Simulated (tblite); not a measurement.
# CH6AsNSi: the cost of one run

The runs use tblite 0.8.0 and PySCF 2.14.0, with density-fitted response routines of our own; the level of theory stands in each step. All values are computed, except where a source is named. Atoms are numbered from 0 throughout.

## 1. The molecule as given

10 atoms, charge 0, multiplicity 1; geometry from: force field or distance geometry start.

Bonds of the start (Å): N0–C1 1.30, C1–Si2 1.83, Si2–As3 2.33, N0–H4 1.01, C1–H5 1.09, Si2–H6 1.47, Si2–H7 1.47, As3–H8 1.59, As3–H9 1.56.

## 2. Relaxing the molecule with GFN2-xTB

Job settings and geometry (Å):

```
{"job": {"kind": "relax", "xc": "GFN2-xTB", "basis": "xTB"}, "charge": 0, "multiplicity": 1}
N      2.289000    -0.071500     0.147400
C      1.091600    -0.226400    -0.323400
Si    -0.216000     0.957600     0.150800
As    -2.208100    -0.243800     0.306300
H      3.021400    -0.724300    -0.092200
H      0.810400    -1.045300    -0.977300
H     -0.008800     1.579200     1.461600
H     -0.305900     2.044600    -0.830200
H     -1.862600    -1.486800     1.237000
H     -2.602000    -0.778600    -1.102600
```

The run is started by

```
> OMP_NUM_THREADS=1 python probes_run.py task.json out
```

The driver reads the jobs from task.json and runs them one after another.

**Question.** How long does this first job take on 1 thread of Arm Neoverse N1, shared host, and how much memory does it need?

About 1.1 s, with a peak of 0.18 GiB.
